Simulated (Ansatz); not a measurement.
# 1-ethyl-3-methylimidazolium bistriflimide (C8H11F6N3O4S2): the relaxed shape and its frontier levels

What does 1-ethyl-3-methylimidazolium bistriflimide (C8H11F6N3O4S2) look like as a singlet, and where do its frontier electrons sit?

Method: RKS PBE0-D4/def2-TZVP; program: Ansatz 0.2.0, Gaussian basis.

Levels to be run: relaxation at r2SCAN-D4/def2-SVP; a single point at PBE0-D4/def2-TZVP.

### Step 1. The system as given

SMILES `CCn1cc[n+](C)c1.O=S(=O)([N-]S(=O)(=O)C(F)(F)F)C(F)(F)F`, 34 atoms, charge 0, spin multiplicity 1.

Atoms are counted from 1 here; the program's logs count them from 0.

Bond lengths: C1–C2 1.526 Å, C1–H9 1.085 Å, C1–H10 1.087 Å, C1–H11 1.087 Å, C2–N3 1.442 Å, C2–H12 1.090 Å, C2–H13 1.091 Å, N3–C4 1.361 Å, N3–C8 1.328 Å, C4–C5 1.359 Å, C4–H14 1.069 Å, C5–N6 1.361 Å, C5–H15 1.070 Å, N6–C7 1.435 Å, N6–C8 1.327 Å, C7–H16 1.093 Å, C7–H17 1.087 Å, C7–H18 1.090 Å and more. Angles: C2–C1–H9 109.5°, C2–C1–H10 111.0°, C2–C1–H11 110.7°, H9–C1–H10 108.4°, H9–C1–H11 108.4°, H10–C1–H11 108.7°, C1–C2–N3 111.2°, C1–C2–H12 110.9°, C1–C2–H13 111.0°, N3–C2–H12 108.0°, N3–C2–H13 107.5°, H12–C2–H13 108.0°, C2–N3–C4 125.6°, C2–N3–C8 126.2°, C4–N3–C8 108.1°, N3–C4–C5 107.2°, N3–C4–H14 122.9°, C5–C4–H14 129.9° and more.

Coordinates:

```mol
C8H11F6N3O4S2
  3D, bonds by distance, orders not assigned

 34 33  0  0  0  0  0  0  0  0999 V2000
    3.3762    0.7511    1.8506 C   0  0
    2.3494    0.3839    0.7837 C   0  0
    1.0045    0.6077    1.2548 N   0  0
    0.3390   -0.1717    2.1497 C   0  0
   -0.9154    0.3373    2.2719 C   0  0
   -0.9958    1.4166    1.4467 N   0  0
   -2.1980    2.1470    1.1616 C   0  0
    0.1780    1.5640    0.8457 C   0  0
    4.3763    0.5738    1.4675 H   0  0
    3.2400    0.1506    2.7461 H   0  0
    3.2922    1.8015    2.1184 H   0  0
    2.4952    0.9804   -0.1173 H   0  0
    2.4306   -0.6691    0.5084 H   0  0
    0.7728   -1.0403    2.5982 H   0  0
   -1.7465   -0.0109    2.8480 H   0  0
   -2.9024    1.4574    0.6901 H   0  0
   -1.9755    2.9544    0.4692 H   0  0
   -2.6275    2.5437    2.0818 H   0  0
    0.4035    2.3045    0.1038 H   0  0
   -0.9189   -2.4030    0.8759 O   0  0
   -1.3585   -1.6060   -0.2292 S   0  0
   -2.4002   -0.6567    0.0542 O   0  0
   -0.1099   -0.9348   -0.9265 N   0  0
   -0.5075    0.0333   -2.1161 S   0  0
   -0.3702    1.4208   -1.7602 O   0  0
   -1.6643   -0.3647   -2.8396 O   0  0
    1.0032   -0.2631   -3.1996 C   0  0
    2.0895    0.0900   -2.4934 F   0  0
    1.0008    0.4724   -4.3101 F   0  0
    1.1470   -1.5356   -3.5463 F   0  0
   -2.0739   -2.8324   -1.4759 C   0  0
   -2.2694   -4.0070   -0.8674 F   0  0
   -3.2412   -2.4483   -1.9678 F   0  0
   -1.2233   -3.0467   -2.4770 F   0  0
  1  2  8  0
  1  9  8  0
  1 10  8  0
  1 11  8  0
  2  3  8  0
  2 12  8  0
  2 13  8  0
  3  4  8  0
  3  8  8  0
  4  5  8  0
  4 14  8  0
  5  6  8  0
  5 15  8  0
  6  7  8  0
  6  8  8  0
  7 16  8  0
  7 17  8  0
  7 18  8  0
  8 19  8  0
 20 21  8  0
 21 22  8  0
 21 23  8  0
 21 31  8  0
 23 24  8  0
 24 25  8  0
 24 26  8  0
 24 27  8  0
 27 28  8  0
 27 29  8  0
 27 30  8  0
 31 32  8  0
 31 33  8  0
 31 34  8  0
M  END
```

The start is a GFN2-xTB geometry.

### Step 2. Relaxation at r2SCAN-D4/def2-SVP

Contents of in.yaml:

```yaml
crystal:
  periodic: [false, false, false]
  atoms:
    - {symbol: C, position_ang: [3.376240, 0.751060, 1.850570]}
    - {symbol: C, position_ang: [2.349430, 0.383850, 0.783680]}
    - {symbol: N, position_ang: [1.004530, 0.607730, 1.254760]}
    - {symbol: C, position_ang: [0.339010, -0.171740, 2.149740]}
    - {symbol: C, position_ang: [-0.915390, 0.337320, 2.271850]}
    - {symbol: N, position_ang: [-0.995770, 1.416650, 1.446700]}
    - {symbol: C, position_ang: [-2.197960, 2.147000, 1.161630]}
    - {symbol: C, position_ang: [0.178010, 1.563970, 0.845680]}
    - {symbol: H, position_ang: [4.376270, 0.573850, 1.467530]}
    - {symbol: H, position_ang: [3.239970, 0.150600, 2.746110]}
    - {symbol: H, position_ang: [3.292210, 1.801480, 2.118380]}
    - {symbol: H, position_ang: [2.495190, 0.980370, -0.117260]}
    - {symbol: H, position_ang: [2.430640, -0.669130, 0.508390]}
    - {symbol: H, position_ang: [0.772800, -1.040280, 2.598220]}
    - {symbol: H, position_ang: [-1.746470, -0.010920, 2.848020]}
    - {symbol: H, position_ang: [-2.902370, 1.457360, 0.690070]}
    - {symbol: H, position_ang: [-1.975520, 2.954410, 0.469160]}
    - {symbol: H, position_ang: [-2.627480, 2.543740, 2.081820]}
    - {symbol: H, position_ang: [0.403470, 2.304540, 0.103770]}
    - {symbol: O, position_ang: [-0.918940, -2.402970, 0.875920]}
    - {symbol: S, position_ang: [-1.358480, -1.606000, -0.229160]}
    - {symbol: O, position_ang: [-2.400190, -0.656740, 0.054250]}
    - {symbol: N, position_ang: [-0.109870, -0.934800, -0.926480]}
    - {symbol: S, position_ang: [-0.507470, 0.033340, -2.116130]}
    - {symbol: O, position_ang: [-0.370160, 1.420810, -1.760150]}
    - {symbol: O, position_ang: [-1.664350, -0.364680, -2.839640]}
    - {symbol: C, position_ang: [1.003170, -0.263080, -3.199590]}
    - {symbol: F, position_ang: [2.089460, 0.089960, -2.493390]}
    - {symbol: F, position_ang: [1.000830, 0.472390, -4.310140]}
    - {symbol: F, position_ang: [1.146980, -1.535620, -3.546250]}
    - {symbol: C, position_ang: [-2.073930, -2.832380, -1.475900]}
    - {symbol: F, position_ang: [-2.269360, -4.007010, -0.867370]}
    - {symbol: F, position_ang: [-3.241180, -2.448340, -1.967760]}
    - {symbol: F, position_ang: [-1.223310, -3.046710, -2.477030]}
basis:
  gaussian: {orbitals: def2-SVP}
hamiltonian: {xc: r2scan, dispersion: d4}
scf: {lower_state_search: "off"}
output: {orbitals: {seedname: orbitals}}
relax: {f_tol: 0.03, max_steps: 70}
```

On the command line:

```bash
$ ansatz run in.yaml --threads 2 --pin off --events-out ev --progress --plain --max-ram 31744MiB --backend cuda --devices 0, --max-vram 18GiB
```

After this run come: Single point, PBE0-D4/def2-TZVP.

Before running them: what should the planned runs give, taken together? Wanted: point group; commonest bond, hydrogen aside; HOMO, LUMO at PBE0-D4/def2-TZVP; dipole at r2SCAN-D4/def2-SVP.

The runs gave:

| quantity | value |
| --- | --- |
| point group | C1 |
| commonest bond, hydrogen aside | C–F, 6 of mean length 1.329 Å |
| HOMO, LUMO at PBE0-D4/def2-TZVP | -7.75, -1.06 eV |
| dipole at r2SCAN-D4/def2-SVP | 9.55 D |

What this shows: The molecule keeps its bonding pattern by the stored test; the atoms moved 0.59 Å (rms). No usable vibrations, so a minimum isn't proven. The point group is read from a loosely relaxed geometry; soft torsions can leave it below the true symmetry.
